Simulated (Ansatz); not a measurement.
# CsMgBiO3 under changes of volume

One of the cells (22.878 Å³/atom); the others are scaled copies at fixed shape and fractional positions:

```
CELL_PARAMETERS angstrom
3.23052 1.86514 3.79701
-3.23052 1.86514 3.79701
0.00000 -3.73028 3.79701
ATOMIC_POSITIONS crystal
Bi 0.56530 0.56530 0.56530
Cs 0.91728 0.91728 0.91728
Mg 0.30219 0.30219 0.30219
O 0.98224 0.49139 0.49139
O 0.49139 0.49139 0.98224
O 0.49139 0.98224 0.49139
```

The cell comes from a database or a generator and needn't be the stable form of this composition.

```yaml
Program: Ansatz 0.2.0
Functional: PBE
Potentials_or_basis: Ansatz PAW
Cutoff: "420 eV (not typed: the program's choice for these potentials)"
k_mesh: 6 × 6 × 6
Occupations: fermi-dirac, width 0.05 eV
Spin: no spin polarisation
```

| volume (Å³/atom) | energy over the lowest point (meV/atom) | pressure (GPa) | gap on the mesh (eV) | largest force (eV/Å) |
| --- | --- | --- | --- | --- |
| 21.506 | ? | ? | ? | ? |
| 21.963 | 8.33 | 2.8 | 2.62 | 0.317 |
| 22.421 | 2.26 | 1.4 | 2.60 | 0.116 |
| 22.878 | 0.00 | 0.2 | 2.56 | 0.346 |
| 23.336 | 1.16 | -1.0 | 2.51 | 0.640 |
| 23.794 | 5.44 | -2.0 | 2.45 | 0.913 |
| 24.251 | 12.45 | -2.9 | 2.39 | 1.165 |

Question: What does the run at 21.506 Å³/atom give?

Answer: Energy over the lowest point 18.68 meV/atom; pressure 4.4 GPa; gap on the mesh 2.64 eV; largest force 0.690 eV/Å.

Worked out: A Birch-Murnaghan fit of order 3 (a polynomial in V^(-2/3)) to the other rows has its minimum at 22.94 Å³/atom with B0 = V·E''(V) = 59 GPa and B' = 4.3 at fixed shape and positions, which overstates the stiffness. It gives 18.63 meV/atom at 21.506 Å³/atom, against the run's 18.68, and -dE/dV = 4.4 GPa, against 4.4. A parabola through the other rows of the gap, of slope -0.396 eV per unit of ln V there, extrapolates to 2.64 eV, against the run's 2.64.

Energies are extrapolated to zero smearing.

Caveats: spin-orbit coupling is left out, which as a rule narrows the gap of such compounds by several tenths of an eV; forces of over 1 eV/Å show positions far from the minimum, so gaps and moduli don't describe the material at rest (some runs).

A mesh can miss the band edges.
